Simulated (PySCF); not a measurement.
# GeF: changing the method

Starting from one script, swap the method and compare what comes out for GeF.

Method: method and basis as typed in the scripts; program: PySCF 2.14.0.

2 further runs of the same task are left out: 2 that didn't finish.

### Step 1. Starting geometry

GeF: 2 atoms, charge 0, spin multiplicity 2.

Bond lengths: Ge1–F2 2.041 Å.

### Step 2. The run that the others are compared with

Input file input.py:

```python
from pyscf import gto, scf
from pyscf.geomopt.geometric_solver import optimize

mol = gto.M(
    atom='Ge 0 0 0; F 0 0 2.041',
    basis='6-31g*',
    charge=0,
    spin=1,
    verbose=4,
)
mf = scf.ROHF(mol)
mf.kernel()
mol_eq = optimize(mf, maxsteps=30)
print('optimised geometry (angstrom)')
print(mol_eq.tostring('raw'))
print('orbital energies (hartree):', mf.mo_energy[..., max(0, mol.nelec[1]-3):mol.nelec[0]+3].round(4))
```

Command:

```console
python input.py
```

The log of this run is left out.

Base result: at the starting geometry E(SCF) = -2174.483206 Eh, 10 cycles, optimised bond 1.739 Å in 7 steps; the optimisation lowers the energy by 0.812 eV.

### Step 3. SCF alone

Run 1 changes step after the SCF: optimize → none.

Input file input.py:

```python
from pyscf import gto, scf

mol = gto.M(
    atom='Ge 0 0 0; F 0 0 2.041',
    basis='6-31g*',
    charge=0,
    spin=1,
    verbose=4,
)
mf = scf.ROHF(mol)
mf.kernel()
mf.dip_moment()
print('orbital energies (hartree):', mf.mo_energy[..., max(0, mol.nelec[1]-3):mol.nelec[0]+3].round(4))
```

Command:

```console
python input.py
```

### Step 4. UHF

Run 2 changes SCF type: ROHF → UHF.

Edit input.py of step 2 so:

```diff
@@ -10,3 +10,3 @@
 )
-mf = scf.ROHF(mol)
+mf = scf.UHF(mol)
 mf.kernel()
@@ -15,2 +15,2 @@
 print(mol_eq.tostring('raw'))
-print('orbital energies (hartree):', mf.mo_energy[..., max(0, mol.nelec[1]-3):mol.nelec[0]+3].round(4))
+print('orbital energies (hartree):', [e[max(0, n-3):n+3].round(4) for e, n in zip(mf.mo_energy, mol.nelec)])
```

### Step 5. RHF

Run 3 changes SCF type: ROHF → RHF.

Edit input.py of step 2 so:

```diff
@@ -10,3 +10,3 @@
 )
-mf = scf.ROHF(mol)
+mf = scf.RHF(mol)
 mf.kernel()
```

Q: Predict the outcome of this session. Wanted: for each run, E(SCF); from base; gap, α spin; SCF dipole; after the SCF.

**Answer**, as computed:

```csv
run,E(SCF) (hartree),from base (eV),cycles,"gap, α spin (eV)",SCF dipole (D),after the SCF
base,-2174.483206,0,10,n/a,n/a,"bond 1.739 Å, -0.812 eV"
SCF alone,-2174.483206,0.0000,10,n/a,3.92,n/a
UHF,-2174.486790,-0.0975,13,7.95,n/a,"bond 1.739 Å, -0.813 eV"
RHF,-2174.483206,0.0000,10,n/a,n/a,"bond 1.739 Å, -0.812 eV"
```

SCF columns refer to the geometry typed in the script.

The SCF energy stays the same, to the digits that matter, with RHF.
